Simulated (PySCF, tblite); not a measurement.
# C3H6NSSi radical: geometry, infrared bands and EPR parameters

What infrared bands and EPR parameters should C3H6NSSi radical (`[H]/N=C\C=C/S[SiH2]`) show?

Programs: tblite 0.8.0 and PySCF 2.14.0, with density-fitted response routines of our own. Each step states its level of theory. These are calculated values for one molecule in the gas phase, unless marked as measured. Atoms are numbered from 0 throughout.

## 1. Starting geometry

12 atoms, charge 0, multiplicity 2; geometry from: force field or distance geometry start.

Bonds of the start (Å): N0–C1 1.30, C1–C2 1.47, C2–C3 1.34, C3–S4 1.78, S4–Si5 2.16, N0–H6 1.02, C1–H7 1.08, C2–H8 1.08, C3–H9 1.09, Si5–H10 1.48, Si5–H11 1.48.

## 2. Geometry optimisation with GFN2-xTB

Job settings and geometry (Å):

```
{"job": {"kind": "relax", "xc": "GFN2-xTB", "basis": "xTB"}, "charge": 0, "multiplicity": 2}
N      2.871900     0.802100     0.057200
C      1.625800     0.630500     0.383500
C      1.139900    -0.757800     0.297800
C     -0.138400    -0.964500     0.624700
S     -1.156100     0.388800     1.188400
Si    -2.795900     0.522100    -0.212200
H      3.445800     0.019400    -0.260600
H      1.003800     1.443300     0.732000
H      1.780000    -1.559800    -0.040400
H     -0.571000    -1.966700     0.587200
H     -3.801800    -0.429800     0.313400
H     -3.402700     1.871700    -0.167600
```

Command:

```
$ OMP_NUM_THREADS=1 python probes_run.py task.json out
```

This one command runs all jobs of the session in turn.

Log:

```text
step      E/eV     max force
  0    -469.71045    4.365
  1    -469.87876    3.076
  2    -469.98374    1.268
  3    -470.04814    0.601
  4    -470.06820    0.375
  5    -470.07868    0.356
  6    -470.09344    0.437
  7    -470.11459    0.581
  8    -470.13305    0.380
  9    -470.14404    0.238
 10    -470.14903    0.143
 11    -470.15167    0.161
 12    -470.15455    0.189
 13    -470.15729    0.164
 14    -470.15906    0.102
 15    -470.16017    0.095
 16    -470.16114    0.076
 17    -470.16201    0.083
 18    -470.16282    0.077
 19    -470.16361    0.087
 20    -470.16434    0.091
 21    -470.16499    0.075
 22    -470.16561    0.073
 23    -470.16636    0.084
 24    -470.16749    0.131
 25    -470.16906    0.160
 26    -470.17071    0.136
 27    -470.17235    0.157
 28    -470.17439    0.165
 29    -470.17720    0.211
 30    -470.18107    0.252
 31    -470.18535    0.225
 32    -470.18873    0.142
 33    -470.19098    0.120
 34    -470.19320    0.183
 35    -470.19611    0.193
 36    -470.19921    0.166
 37    -470.20209    0.178
 38    -470.20490    0.234
 39    -470.20875    0.233
 40    -470.21516    0.250
 41    -470.22147    0.227
 42    -470.22685    0.149
 43    -470.23022    0.139
 44    -470.23304    0.163
 45    -470.23585    0.185
 46    -470.23968    0.189
 47    -470.24314    0.152
 48    -470.24479    0.129
 49    -470.24632    0.110
 50    -470.24910    0.125
 51    -470.25169    0.132
 52    -470.25498    0.162
 53    -470.25837    0.110
 54    -470.26113    0.121
 55    -470.26285    0.104
 56    -470.26432    0.103
 57    -470.26592    0.140
 58    -470.26694    0.140
 59    -470.26836    0.075
 60    -470.26903    0.066
 61    -470.26944    0.053
 62    -470.27000    0.071
 63    -470.27086    0.088
 64    -470.27170    0.072
 65    -470.27230    0.066
 66    -470.27271    0.048
 67    -470.27306    0.039
 68    -470.27336    0.045
 69    -470.27368    0.050
 70    -470.27407    0.061
 71    -470.27469    0.071
 72    -470.27566    0.101
 73    -470.27688    0.137
 74    -470.27808    0.114
 75    -470.27909    0.101
 76    -470.27998    0.090
 77    -470.28084    0.088
 78    -470.28140    0.064
 79    -470.28165    0.031
 80    -470.28178    0.030
 81    -470.28195    0.058
 82    -470.28224    0.087
 83    -470.28270    0.084
 84    -470.28320    0.060
 85    -470.28365    0.057
 86    -470.28407    0.056
 87    -470.28445    0.067
 88    -470.28472    0.055
 89    -470.28492    0.035
 90    -470.28511    0.037
 91    -470.28531    0.036
 92    -470.28552    0.041
 93    -470.28565    0.022
 94    -470.28569    0.009
```

Run time: 0.6 s. Hardware: 1 thread of Arm Neoverse V1, shared host.

Step by step: (not every step is listed)

```csv
step,energy from step 0 (eV),largest force (eV/Å)
0,0.0000,4.3645
1,-0.1683,3.0765
2,-0.2733,1.2681
3,-0.3377,0.6012
4,-0.3578,0.3755
5,-0.3682,0.3562
6,-0.3830,0.4372
7,-0.4041,0.5814
8,-0.4226,0.3798
16,-0.4507,0.0764
24,-0.4570,0.1306
32,-0.4783,0.1416
40,-0.5047,0.2499
48,-0.5343,0.1287
56,-0.5539,0.1027
64,-0.5613,0.0722
72,-0.5652,0.1014
80,-0.5713,0.0304
88,-0.5743,0.0551
89,-0.5745,0.0354
90,-0.5747,0.0369
91,-0.5749,0.0358
92,-0.5751,0.0407
93,-0.5752,0.0217
94,-0.5752,0.0090
```

Distances of close pairs at the start and the end, largest changes first:

```csv
bond,before (Å),after (Å),change (Å)
C3–S4,1.785,1.742,-0.043
N0–C1,1.299,1.264,-0.036
Si5–H11,1.480,1.448,-0.032
C1–C2,1.473,1.447,-0.027
Si5–H10,1.481,1.456,-0.025
C3–H9,1.092,1.081,-0.011
C1–H7,1.081,1.086,+0.005
C2–C3,1.336,1.340,+0.005
```

The next job starts from the end point, and lists it.

## 3. Vibrational analysis with GFN2-xTB

Job settings and geometry (Å):

```
{"job": {"kind": "ir", "xc": "GFN2-xTB", "basis": "xTB"}, "charge": 0, "multiplicity": 2}
N      3.221577     0.519874     0.478908
C      1.959262     0.542474     0.419252
C      1.071299    -0.571130     0.166390
C     -0.265010    -0.484674     0.113734
S     -1.166885     0.984952     0.362198
Si    -3.185215     0.301045     0.000648
H      3.630712    -0.403431     0.327190
H      1.484193     1.506755     0.577084
H      1.531041    -1.540128     0.008355
H     -0.870134    -1.361860    -0.068275
H     -3.393289    -0.925949     0.757322
H     -4.016353     1.431386     0.360605
```

Log:

```text
mode    cm-1     km/mol
  1      33.4      0.04
  2      98.6      0.81
  3     111.1      0.59
  4     123.5      0.02
  5     173.7      4.42
  6     321.6      1.24
  7     370.1      4.83
  8     488.4     43.44
  9     526.4     28.09
 10     542.1     45.14
 11     628.2      0.84
 12     685.7     57.75
 13     696.4    225.60
 14     767.8     18.25
 15     815.3     43.75
 16     877.5      0.20
 17    1055.8      3.22
 18    1070.4     36.70
 19    1156.2     59.97
 20    1237.1    107.71
 21    1295.5     60.87
 22    1352.2     22.97
 23    1585.6    233.88
 24    1673.7    260.32
 25    2301.2    204.29
 26    2386.8    256.25
 27    3012.4     25.55
 28    3031.7      9.61
 29    3044.5     45.03
 30    3292.1     31.32
```

Run time: 0.35 s. Hardware: 1 thread of Arm Neoverse V1, shared host.

The strongest bands and the atoms that carry them (share of the mass-weighted mode):

```csv
cm⁻¹,km/mol,atoms
696,225.6,"H10 35 %, H11 34 %"
1156,60.0,"H6 25 %, H8 23 %, H9 23 %, H7 20 %"
1237,107.7,"H8 32 %, H7 20 %, H9 17 %, H6 12 %"
1296,60.9,"H9 33 %, H8 24 %, C3 13 %, C2 12 %"
1586,233.9,"C2 55 %, C3 38 %"
1674,260.3,"C1 56 %, N0 38 %"
2301,204.3,H10 96 %
2387,256.2,H11 95 %
```

## 4. g tensor and hyperfine couplings: B3LYP/pcH-1

The job, as its differences from that of step 3:

```diff
@@ -1,2 +1,2 @@
-{"job": {"kind": "ir", "xc": "GFN2-xTB", "basis": "xTB"}, "charge": 0, "multiplicity": 2}
+{"job": {"kind": "epr", "basis": "pcH-1"}, "charge": 0, "multiplicity": 2}
 N      3.221577     0.519874     0.478908
```

With the program's defaults for keys left out, this is: UKS B3LYP, pcH-1 on C H N S Si, non-relativistic, mean-field spin-orbit, GIAO.

Log:

```text
UKS, coarse grid
  cycle   1  E = -860.26771043  |g| = 3.44e-01
  cycle   2  E = -859.57614581  |g| = 9.33e-01
  cycle   3  E = -860.29074796  |g| = 2.22e-01
  cycle   4  E = -860.31890528  |g| = 8.33e-02
  cycle   5  E = -860.32352570  |g| = 4.62e-02
  cycle   6  E = -860.32468454  |g| = 1.45e-02
  cycle   7  E = -860.32482498  |g| = 5.48e-03
  cycle   8  E = -860.32484222  |g| = 2.42e-03
  cycle   9  E = -860.32484543  |g| = 9.44e-04
UKS, final grid
  cycle   1  E = -860.32484195  |g| = 1.66e-03
  cycle   2  E = -860.32483824  |g| = 3.35e-03
  cycle   3  E = -860.32484325  |g| = 3.17e-04
  cycle   4  E = -860.32484331  |g| = 9.24e-05
  cycle   5  E = -860.32484332  |g| = 8.76e-05
  cycle   6  E = -860.32484334  |g| = 3.03e-05
  cycle   7  E = -860.32484334  |g| = 1.51e-05
E = -860.32484334 Eh   <S^2> = 0.7522 (exact 0.7500)
g shifts (ppm)      1          2          3
  rmc          -152       -152       -152
  gc             -2         54         58
  oz_so         -20       2713       8853
  total        -174       2616       8760
hyperfine (MHz)  atom isotope    a_iso     a_fc   dipolar eigenvalues
    0   14N       0.64       0.63     -0.72     -0.65      1.37
    1   13C      -1.49      -1.49     -1.31      0.35      0.96
    2   13C       3.27       3.30     -3.34     -2.84      6.18
    3   13C      -0.01      -0.01     -3.76      1.05      2.71
    4   33S       6.96       6.93    -17.56    -15.43     33.00
    5  29Si    -527.49    -528.05   -153.03     75.29     77.75
    6    1H      -0.88      -0.89     -0.50     -0.44      0.94
    7    1H       0.63       0.63     -1.18     -0.93      2.11
    8    1H      -2.94      -2.94     -1.45     -0.56      2.01
    9    1H       1.52       1.51     -2.83     -2.20      5.03
   10    1H      99.48      99.43     -8.26      1.09      7.17
   11    1H      49.97      49.93     -8.13      0.37      7.76
```

Run time: 63 s. Hardware: 1 thread of Arm Neoverse V1, shared host; peak memory 0.84 GiB.

Principal g values 2.00215, 2.00493, 2.01108; g(iso) = 2.00605, against 2.00232 for a free electron.

Mean a(iso) over the nuclei that a row names, and the largest dipolar term of the row (other rows stand at the frozen geometry):

```csv
nuclei,isotope,a(iso) (MHz),"a(iso) (G, at g = 2.0023)",largest dipolar term (MHz)
Si5,29Si,-527.5,-188.2,-153.0
"H10, H11",1H,74.7,26.7,-8.3
S4,33S,7.0,2.5,33.0
C2,13C,3.3,1.2,6.2
H8,1H,-2.9,-1.0,2.0
H9,1H,1.5,0.5,5.0
C1,13C,-1.5,-0.5,-1.3
H6,1H,-0.9,-0.3,0.9
N0,14N,0.6,0.2,1.4
H7,1H,0.6,0.2,2.1
C3,13C,0.0,0.0,-3.8
```

Mulliken spin populations:

```csv
atom,value (e)
N0,0.02
C1,-0.01
C2,0.04
C3,-0.03
S4,0.12
Si5,0.81
H6,0.00
H7,0.00
H8,0.00
H9,0.00
H10,0.04
H11,0.01
```

In first order the couplings over 0.8 MHz of 1H give 24 distinct lines over 55.2 G, if the averaged nuclei exchange fast; the same motion can average rows kept apart here too.

The fields below are evaluated on a grid from the run's orbitals.

ELF in a plane through or near 11 of the atoms.

Ten even steps from '0' (0.00) to '9' (1.00):
```
0000000000000000000000000000
0000000000000000000000000000
0000000000000000000000000000
0000000000230012210001210000
0000013101892046641007882000
0000268603995079862029997100
0000589835997088675159999300
0000589764893073347369999200
0000268571260053348329996100
0000168673583378578112641000
0000499933866847434113310000
0000699811525825201889710000
0000389306985679600999820000
0000011009993189910999820000
0000000029992079900698510000
0000000018980037500143100000
0000000001310001000000000000
0000000000000000000000000000
0000000000000000000000000000
0000000000000000000000000000
```
The map spans 13.4 Å across and 8.4 Å up, centred on the molecule. Atoms in the plane (x, y in Å): N0 (-3.2, 0.7), C1 (-1.9, 0.6), C2 (-1.1, -0.5), C3 (0.2, -0.5), S4 (1.2, 0.9), Si5 (3.2, 0.1), H6 (-3.6, -0.2), H7 (-1.4, 1.6), H8 (-1.6, -1.5), H9 (0.8, -1.4), H11 (4.1, 1.2).

On the surface of density 0.002 e/bohr³ the electrostatic potential runs, from the 1st to the 99th percentile, from -2.00 V near N0 to 1.47 V near Si5.

The spin density lies nearest to Si5 62 %; S4 13 %; H10, H11 about 8 % each.

## 5. Results

| quantity | value |
| --- | --- |
| strongest single infrared mode (GFN2-xTB) | 1674 cm⁻¹, 260 km/mol |
| zero-point energy (GFN2-xTB) | 49.7 kcal/mol |
| g(iso) (B3LYP) | 2.00605 |
| ⟨S²⟩ | 0.752 (exact 0.75) |
| largest a(iso) (averaged by class) | 29Si on Si5, -527.5 MHz |
| potential on the surface of density 0.002 e/bohr³, 1st and 99th percentile | -2.00 V and 1.47 V |

What this shows: Relaxing lowered the energy by 0.575 eV in 94 steps; the close pair that moved most is C3–S4, from 1.785 to 1.742 Å. All 30 modes are real, so the xTB geometry is a minimum. The strongest single mode, at 1674 cm⁻¹, moves mainly C1 and N0. GFN2-xTB is a fitted tight-binding method: band positions and strengths are rough. Its intensities can rank the bands wrongly. Most of the unpaired spin sits on Si5 (0.81 e). The isotropic g lies 3.7 ppt above the free-electron value. These values are for one conformer; the search (at its own cheap level) found 2 more, at 0.76, 1.46 kcal/mol, and measured spectra average over such forms.
